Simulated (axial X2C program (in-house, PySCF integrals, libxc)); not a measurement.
# A two-component session on CoSi: properties at the nuclei

Aim: properties at the nuclei of CoSi, with spin–orbit coupling in the Hamiltonian from the start.

Method: two-component X2C with atomic mean-field terms, Co dyall-cv3z, Si dyall-v3z; program: an in-house X2C program for linear molecules on PySCF integrals.

All values are calculated.

## 1. The job

The input, task.json:

```json
{"zs": [27, 14], "q": 0, "bas": ["dyall-cv3z", "dyall-v3z"], "r0": 2.27, "levels": ["PBE0", "HF", "PBE", "r2SCAN", "B3LYP"], "nst": 3}
```

Keys: zs atomic numbers; q charge; bas basis sets; r0 starting distance in Å; levels methods (HF also brings MP2); nst determinants followed.

On the command line:

```bash
$ python soeom.py task.json out
```

Further steps of the session: Expectation values, lowest determinant; Expectation values, a higher determinant; Expectation values, a higher determinant.

What does the calculation give? Wanted: lowest determinant; Eeff magnitude; Ws magnitude Co; A∥/gI Co; qzz Co; higher determinant (for each run or level that gives them).

As calculated:

```
                                        quantity                                                      value
                              lowest determinant       Ω = 7/2 (excess of +ω over −ω: 2 × ω = 1/2, ω = 5/2)
                    Eeff magnitude (GV/cm), PBE0                                                      0.316
                     Ws magnitude Co (kHz), PBE0                                                     0.0422
                            A∥/gI Co (MHz), PBE0                                                        584
                             qzz Co (a.u.), PBE0                                                       0.35
                              higher determinant                    Ω = 5/2 (excess of +ω over −ω: ω = 5/2)
Eeff magnitude (GV/cm), PBE0, higher determinant                                                      0.129
 Ws magnitude Co (kHz), PBE0, higher determinant                                                     0.0351
        A∥/gI Co (MHz), PBE0, higher determinant                                                        615
         qzz Co (a.u.), PBE0, higher determinant                                                       0.27
                              higher determinant  Ω = 9/2 (excess of +ω over −ω: ω = 1/2, ω = 3/2, ω = 5/2)
Eeff magnitude (GV/cm), PBE0, higher determinant                                                      0.104
 Ws magnitude Co (kHz), PBE0, higher determinant                                                     0.0166
        A∥/gI Co (MHz), PBE0, higher determinant                                                        372
         qzz Co (a.u.), PBE0, higher determinant                                                       0.27
```

In the first state, the effective field runs from 0.155 to 1.75 GV/cm over the mean-field levels, so the levels don't agree on it. The expectation values come from single determinants, which for open shells can mix terms of unlike spin or miss the lowest Ω, so a determinant need not be a state. Eeff is the effective electric field on the electron dipole moment in this Ω state and Ws the scalar–pseudoscalar constant (defined with the proton number Z and per Ω); A∥ is the parallel hyperfine constant, which follows by multiplying with the nuclear g factor gI = μI/(I μN); qzz is the electric field gradient, eQq0 = 234.96 MHz × Q/barn × qzz; μ is positive if Si is the positive end. The operators were transformed with the bare-nucleus X2C matrices. A second determinant lies within 0.1 eV of the first, so their order is not settled at this level.
